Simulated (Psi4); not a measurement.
# CH3Cl3Si (methyltrichlorosilane): TPSS/cc-pVDZ

What is the vertical ionisation energy of CH3Cl3Si (methyltrichlorosilane) at TPSS/cc-pVDZ? 

The results are computed with Psi4 1.11.

5 further runs of the same task are left out: 5 that didn't finish.

### 1 Starting point

The species is CH3Cl3Si (8 atoms), meant as a singlet with charge 0. As SMILES, `C[Si](Cl)(Cl)Cl`. The shape is that of a PBE0-D4/def2-TZVP optimisation.

Bond lengths: C1–Si2 1.841 Å, Si2–Cl3 2.039 Å, Si2–Cl4 2.039 Å, Si2–Cl5 2.039 Å, C1–H6 1.092 Å, C1–H7 1.092 Å, C1–H8 1.092 Å. Some angles: C1–Si2–Cl3 110.7°, C1–Si2–Cl4 110.7°, C1–Si2–Cl5 110.6°, Cl3–Si2–Cl4 108.3°, Cl3–Si2–Cl5 108.3°, Cl4–Si2–Cl5 108.3°, Si2–C1–H6 110.0°, Si2–C1–H7 110.0°, Si2–C1–H8 110.0°, H6–C1–H7 109.0°.

### 2 The energy at TPSS/cc-pVDZ

Contents of job.json:

```json
{
  "schema_name": "qcschema_input",
  "schema_version": 1,
  "molecule": {
    "schema_name": "qcschema_molecule",
    "schema_version": 2,
    "symbols": ["C", "Si", "Cl", "Cl", "Cl", "H", "H", "H"],
    "geometry": [-1.37742137, -0.52836742, 1.29654109, 1.07506519, 0.3739768, -0.9990982, 4.46050954, -1.20942472, -0.0634948, 0.12453295, -0.81163737, -4.5395001, 1.51404857, 4.20086118, -1.08432485, -1.59587371, -2.57985411, 1.32432007, -0.84716422, 0.11546227, 3.18381057, -3.17965318, 0.33108002, 0.77629949],
    "molecular_charge": 0,
    "molecular_multiplicity": 1,
    "fix_symmetry": "c1",
    "fix_com": true,
    "fix_orientation": true
  },
  "driver": "energy",
  "model": {
    "method": "tpss",
    "basis": "cc-pVDZ"
  },
  "keywords": {
    "reference": "rks",
    "puream": true,
    "e_convergence": 1e-09,
    "d_convergence": 1e-08,
    "scf_type": "pk",
    "dft_radial_points": 99,
    "dft_spherical_points": 590,
    "scf_properties": ["LOWDIN_CHARGES", "WIBERG_LOWDIN_INDICES", "DIPOLE"]
  }
}
```

On the command line:

```console
$ psi4 --qcschema job.json -n 1 --memory 1600MB
```

stdout:

```text
[...]
  Running in c1 symmetry.
[...]
  Nuclear repulsion =  440.297333754780766
[...]
  Multiplicity = 1
[...]
  Nalpha       = 37
  Nbeta        = 37
[...]
    Number of basis functions: 101
[...]
   @RKS iter   1: -1709.96960857394151    2.32342e-01   7.41397e-03 DIIS/ADIIS
[...]
   @RKS iter  11: -1710.26717609001298    2.27374e-13   1.81196e-09 DIIS
[...]
    Orbital Energies [Eh]
    ---------------------
    Doubly Occupied:
       1A   -101.009621     2A   -101.009618     3A   -101.009608
       4A    -65.803248     5A    -10.016767     6A     -9.250509
       7A     -9.250469     8A     -9.250459     9A     -7.027967
      10A     -7.027963    11A     -7.027951    12A     -7.020917
      13A     -7.020915    14A     -7.020903    15A     -7.020816
      16A     -7.020814    17A     -7.020801    18A     -5.216444
      19A     -3.593310    20A     -3.593310    21A     -3.589188
      22A     -0.810420    23A     -0.772758    24A     -0.772744
      25A     -0.677818    26A     -0.487171    27A     -0.411030
      28A     -0.411027    29A     -0.374508    30A     -0.374504
      31A     -0.370292    32A     -0.319805    33A     -0.319801
      34A     -0.296506    35A     -0.296498    36A     -0.294211
[...]
  @RKS Final Energy: -1710.26717609001298
   => Energetics <=
    Nuclear Repulsion Energy =            440.2973337547807660
    One-Electron Energy =               -3238.4121160874392444
    Two-Electron Energy =                1200.3101280969253821
    DFT Exchange-Correlation Energy =    -112.4625218542802116
    Empirical Dispersion Energy =           0.0000000000000000
    VV10 Nonlocal Energy =                  0.0000000000000000
    Total Energy =                      -1710.2671760900129811
[...]
 Multipole Moments:
 ------------------------------------------------------------------------------------
     Multipole            Electronic (a.u.)      Nuclear  (a.u.)        Total (a.u.)
 ------------------------------------------------------------------------------------
 L = 1.  Multiply by 2.5417464519 to convert [e a0] to [Debye]
 Dipole X            :       -105.4336365          104.8482414           -0.5853951
 Dipole Y            :        -37.2043723           36.9887434           -0.2156289
 Dipole Z            :         98.1560013          -97.6081339            0.5478674
 Magnitude           :                                                    0.8302663
[...]
```

The result, in JSON:

```text
{
 "driver": "energy",
 "model": {
  "method": "tpss",
  "basis": "cc-pVDZ"
 },
 "success": true,
 "return_result": -1710.267176090013,
 "properties": {
  "calcinfo_nbasis": 101,
  "calcinfo_nmo": 101,
  "calcinfo_nalpha": 37,
  "calcinfo_nbeta": 37,
  "calcinfo_natom": 8,
  "nuclear_repulsion_energy": 440.29733375478077,
  "return_energy": -1710.267176090013,
  "scf_one_electron_energy": -3238.4121160874392,
  "scf_two_electron_energy": 1200.3101280969254,
  "scf_xc_energy": -112.46252185428021,
  "scf_dipole_moment": [-0.5853951434996674, -0.2156289259479749, 0.5478674471823837],
  "scf_total_energy": -1710.267176090013,
  "scf_iterations": 11
 }
}
```

It took 51 s on 1 thread of Intel Xeon 6975P-C (Granite Rapids), shared host; peak memory 0.87 GiB.

### 3 The doublet cation: energy and forces at UTPSS/cc-pVDZ

Contents of ch3cl3si.xyz:

```xyz
8
CH3Cl3Si
C     -0.728900    -0.279600     0.686100
Si     0.568900     0.197900    -0.528700
Cl     2.360400    -0.640000    -0.033600
Cl     0.065900    -0.429500    -2.402200
Cl     0.801200     2.223000    -0.573800
H     -0.844500    -1.365200     0.700800
H     -0.448300     0.061100     1.684800
H     -1.682600     0.175200     0.410800
```

Contents of ch3cl3si.py:

```python
import psi4

psi4.set_memory('1600 MB')
psi4.set_num_threads(1)
psi4.set_output_file('run.log', False)

with open('ch3cl3si.xyz') as f:
    atoms = ''.join(f.readlines()[2:])
geom = psi4.geometry('1 2\n' + atoms + 'symmetry c1')

psi4.set_options({
    'basis': 'cc-pVDZ',
    'reference': 'uks',
    'puream': True,
    'e_convergence': 1e-09,
    'd_convergence': 1e-08,
    'scf_type': 'pk',
    'dft_radial_points': 99,
    'dft_spherical_points': 590,
    'maxiter': 200,
})

energy_value, wavefunction = psi4.gradient("tpss", molecule=geom, return_wfn=True)
psi4.oeprop(wavefunction, "LOWDIN_CHARGES", "WIBERG_LOWDIN_INDICES", "MULLIKEN_CHARGES")
print('gradient / Eh bohr^-1')
print(energy_value.np.round(6))
print(f'energy = {wavefunction.energy():.10f} Eh')
```

On the command line:

```console
$ python ch3cl3si.py
```

run.log, cut to the lines that bear on the results:

```text
[...]
  Running in c1 symmetry.
[...]
  Nuclear repulsion =  440.297333645516005
[...]
  Multiplicity = 2
[...]
  Nalpha       = 37
  Nbeta        = 36
[...]
    Number of basis functions: 101
[...]
   @UKS iter   1: -1709.60611708035958    5.95833e-01   7.03575e-03 ADIIS/DIIS
[...]
   @UKS iter  50: -1709.87602348319911   -1.81899e-11   9.90823e-09 DIIS
[...]
   @S^2 Observed:                7.518649977E-01
[...]
  @UKS Final Energy: -1709.87602348319911
   => Energetics <=
    Nuclear Repulsion Energy =            440.2973336455160052
    One-Electron Energy =               -3222.0929365607698855
    Two-Electron Energy =                1184.0211958234549456
    DFT Exchange-Correlation Energy =    -112.1016163914003272
    Empirical Dispersion Energy =           0.0000000000000000
    VV10 Nonlocal Energy =                  0.0000000000000000
    Total Energy =                      -1709.8760234831991056
[...]
 Multipole Moments:
 ------------------------------------------------------------------------------------
     Multipole            Electronic (a.u.)      Nuclear  (a.u.)        Total (a.u.)
 ------------------------------------------------------------------------------------
 L = 1.  Multiply by 2.5417464519 to convert [e a0] to [Debye]
 Dipole X            :          5.1259865           -5.8010641           -0.6750776
 Dipole Y            :          1.8861103           -2.1345418           -0.2484315
 Dipole Z            :         -4.7979827            5.4298757            0.6318931
 Magnitude           :                                                    0.9574637
[...]
  -Total Gradient:
     Atom            X                  Y                   Z
    ------   -----------------  -----------------  -----------------
       1        0.011615974944     0.004249787545    -0.010879181909
       2        0.004401171318     0.001595873362    -0.004133842857
       3       -0.015007640896     0.005966954806    -0.002562718772
       4        0.002581302814     0.004320172440     0.015572618102
       5       -0.003087992491    -0.015964229000     0.001543538780
       6       -0.001605575843     0.009339937017     0.002303965791
       7       -0.005288033433    -0.004255297972    -0.006956775125
       8        0.006397435137    -0.005243322948     0.005128965731
[...]
  Mulliken Charges: (a.u.)
   Center  Symbol    Alpha    Beta     Spin     Total
       1     C     3.12733  3.02677  0.10057 -0.15410
[...]
```

On the terminal:

```text
gradient / Eh bohr^-1
[[ 0.011616  0.00425  -0.010879]
 [ 0.004401  0.001596 -0.004134]
 [-0.015008  0.005967 -0.002563]
 [ 0.002581  0.00432   0.015573]
 [-0.003088 -0.015964  0.001544]
 [-0.001606  0.00934   0.002304]
 [-0.005288 -0.004255 -0.006957]
 [ 0.006397 -0.005243  0.005129]]
energy = -1709.8760234832 Eh
```

Wall time 4.6 min (1 thread of Intel Xeon 6975P-C (Granite Rapids), shared host); peak memory 0.86 GiB.

### 4 What came out

At TPSS/cc-pVDZ:

| quantity | value |
| --- | --- |
| singlet CH3Cl3Si: total energy | -1710.26718 Eh |
| singlet CH3Cl3Si: dipole moment | 2.11 D |
| singlet CH3Cl3Si: HOMO energy | -7.76 eV |
| singlet CH3Cl3Si: LUMO energy | -0.35 eV |
| singlet CH3Cl3Si: HOMO–LUMO gap | 7.41 eV |
| doublet cation: total energy | -1709.87602 Eh |
| doublet cation: HOMO energy (highest over α and β) | -13.51 eV |
| doublet cation: LUMO energy (lowest over α and β) | -13.44 eV |
| doublet cation: ⟨S²⟩ | 0.752 |
| doublet cation: largest force on an atom | 0.847 eV/Å |
| vertical ionisation energy (to the doublet cation) | 10.644 eV |

In words: The vertical ionisation energy comes to 10.64 eV (245 kcal/mol). The negative HOMO energy of the first species, 7.76 eV, lies 2.88 eV below that difference.
